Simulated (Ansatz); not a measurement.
**ZnBr2: up Jacob's ladder to CCSD(T)**

One table from this session's results is given with a row withheld; the runs are named, their logs left out.

The runs use Ansatz 0.2.0, Gaussian basis; functionals in def2-TZVPP, the program's frozen cores in correlated methods.

Plan: LDA (SPW92), PBE-D4, revPBE-D4, BLYP-D4, r2SCAN-D4, B97M-V, PBE0-D4, B3LYP-D4, r2SCANh-D4, r2SCAN0-D4, HSE06-D4, BHLYP-D4, CAM-B3LYP-D4, LC-ωPBE, ωB97X-V, ωB97M-V, B2PLYP, PBE-QIDH; CCSD(T)/def2-SVP; CCSD(T)/def2-TZVPP; CCSD(T)/def2-QZVPP; extrapolation to the limit; RPA on PBE.

2 further runs of the same task are left out: 2 that didn't finish.

## The geometry

All runs share one geometry, relaxed beforehand with PBE0-D4 in a triple-zeta def2 set.

SMILES `[Br][Zn][Br]`, 3 atoms, charge 0, spin multiplicity 1.

Atoms are counted from 1 here; the program's logs count them from 0.

Bond lengths: Br1–Zn2 2.225 Å, Zn2–Br3 2.225 Å. Angles: Br1–Zn2–Br3 179.9°.

Geometry (Å):

```xyz
3
charge 0, multiplicity 1
Br    0.9763    1.8369    0.7270
Zn   -0.0050   -0.0206   -0.0051
Br   -0.9823   -1.8811   -0.7353
```

Set-up of the first run:

File in.yaml:

```yaml
crystal:
  periodic: [false, false, false]
  atoms:
    - {symbol: Br, position_ang: [0.976286, 1.836945, 0.727021]}
    - {symbol: Zn, position_ang: [-0.005017, -0.020647, -0.005051]}
    - {symbol: Br, position_ang: [-0.982270, -1.881098, -0.735270]}
basis:
  gaussian: {orbitals: def2-TZVPP}
hamiltonian: {xc: lda}
output: {orbitals: {seedname: orbitals}}
```

Launch:

```
$ ansatz run in.yaml --threads 2 --pin off --events-out ev --progress --plain --max-ram 32768MiB --backend cpu
```

Among the steps run: LDA; PBE-D4 (GGA); revPBE-D4 (GGA); BLYP-D4 (GGA); r2SCAN-D4 (meta-GGA); B97M-V (meta-GGA); B3LYP-D4 (hybrid); r2SCANh-D4 (hybrid); r2SCAN0-D4 (hybrid); HSE06-D4 (hybrid); BHLYP-D4 (hybrid); CAM-B3LYP-D4 (range-separated); LC-ωPBE (range-separated); ωB97X-V (range-separated); ωB97M-V (range-separated); B2PLYP (double hybrid); PBE-QIDH (double hybrid).

One of the session's tables, all rows but one given; the rest of the session is left out.

It belongs to the step «Frontier levels by functional». 

```
  functional  HOMO (eV)  LUMO (eV)  gap (eV)
 LDA (SPW92)      -7.50      -2.98      4.52
      PBE-D4      -7.31      -2.67      4.64
   revPBE-D4      -7.25      -2.55      4.70
     BLYP-D4      -7.13      -2.64      4.50
   r2SCAN-D4      -7.64      -2.39      5.25
      B97M-V      -7.67      -2.49      5.18
     PBE0-D4      -8.58      -1.78      6.80
    B3LYP-D4          ?          ?         ?
  r2SCANh-D4      -8.10      -2.08      6.03
  r2SCAN0-D4      -8.80      -1.61      7.18
    HSE06-D4      -8.18      -2.15      6.04
    BHLYP-D4      -9.67      -0.97      8.70
CAM-B3LYP-D4      -9.89      -0.89      9.00
     LC-ωPBE     -11.29       0.39     11.67
     ωB97X-V     -10.92       0.21     11.13
     ωB97M-V     -10.78       0.01     10.78
```

**Question.** Estimate the row for B3LYP-D4.

Worked estimate for «HOMO (eV)». Against the share of exact exchange, BLYP-D4 (0, -7.13), BHLYP-D4 (0.5, -9.67) give a slope of -5.08 per unit share; at 0.2 the line stands at -8.15.

**Answer.** HOMO (eV): -8.31; LUMO (eV): -2.10; gap (eV): 6.20. In «HOMO (eV)» the line misses by +0.16.
